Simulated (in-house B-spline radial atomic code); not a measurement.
# Nb⁷⁺: density, ELF and screening along the radius

Aim: the shell structure of Nb⁷⁺ in the radial density, the electron localisation function and the screened nuclear charge, under several settings.

The numbers are computed with in-house B-spline radial atomic code version 1 (several methods, spin-polarised, as named in each step; spherical all-electron atom at the radial basis limit), except any that are marked as measured or tabulated.

**1. The atom as given**

```
element       : niobium (Z = 41)
charge        : +7
electrons     : 34
configuration : [Ar] 3d10 4s2 4p4
nucleus       : point (non-relativistic runs) or finite (X2C runs)
```

The outer shells:

[Ar] 3d10 4s2 4p4
```
[Ar] core
3d [↑↓][↑↓][↑↓][↑↓][↑↓]
4s [↑↓]
4p [↑↓][↑ ][↑ ]
```

Where spins are not typed, each open shell is filled with up spins first.

**2. LDA (VWN5), X2C**

The run's settings:

```ini
Z = 41
electrons = 34.0
configuration = [Ar] 3d10 4s2 4p4
hamiltonian = x2c
method = lda,vwn
spin_polarised = True
nucleus = fermi
rms_radius = 4.324
mass_number = 93
atomic_mass = 92.90637317
speed_of_light = 137.035999084
```

Run with:

```bash
$ python run_scf.py task.json out
```

One command runs all members of the session, one after another, from task.json.

**3. PBE, X2C**

Settings: those of step 2 with these lines changed.

```diff
@@ -4,3 +4,3 @@
 hamiltonian = x2c
-method = lda,vwn
+method = pbe,pbe
 spin_polarised = True
```

**4. Hartree-Fock, X2C**

Settings: those of step 3 with these lines changed.

```diff
@@ -4,3 +4,3 @@
 hamiltonian = x2c
-method = pbe,pbe
+method = hf
 spin_polarised = True
```

**5. BLYP, X2C**

Settings: those of step 4 with these lines changed.

```diff
@@ -4,3 +4,3 @@
 hamiltonian = x2c
-method = hf
+method = b88,lyp
 spin_polarised = True
```

**Question.** How large is the system in each run, where do the shell borders lie, and what is the highest level?

**Answer**, as computed:

| run | total energy (hartree) | highest level (eV) | radius holding 50 / 90 / 99 % (bohr) | radius at n = 0.001 (bohr) | ELF minima on the full grid (bohr) |
| --- | --- | --- | --- | --- | --- |
| LDA (VWN5), X2C | -3801.6222 | -128.86 | 0.363 / 1.08 / 1.81 | 2.51 | 0.060, 0.23, 0.73 |
| PBE, X2C | -3805.8641 | -128.36 | 0.362 / 1.08 / 1.81 | 2.51 | 0.060, 0.23, 0.73 |
| Hartree-Fock, X2C | -3804.4350 | -136.03 | 0.363 / 1.08 / 1.81 | 2.52 | 0.060, 0.23, 0.73 |
| BLYP, X2C | -3806.4136 | -128.29 | 0.362 / 1.08 / 1.81 | 2.52 | 0.060, 0.23, 0.73 |

In the first run ELF has 3 minima on the grid, which mark the borders between shells. On the record's full grid the screened charge (r times the electrostatic potential) falls from 40.9 near the nucleus to 7.00 at 4.1 bohr; far out it tends to the net charge, 7. The grid is coarse (about 21 % a step), so the places of minima are rough. For X2C runs ELF uses the non-relativistic kinetic energy density, and the fields carry no picture-change correction.
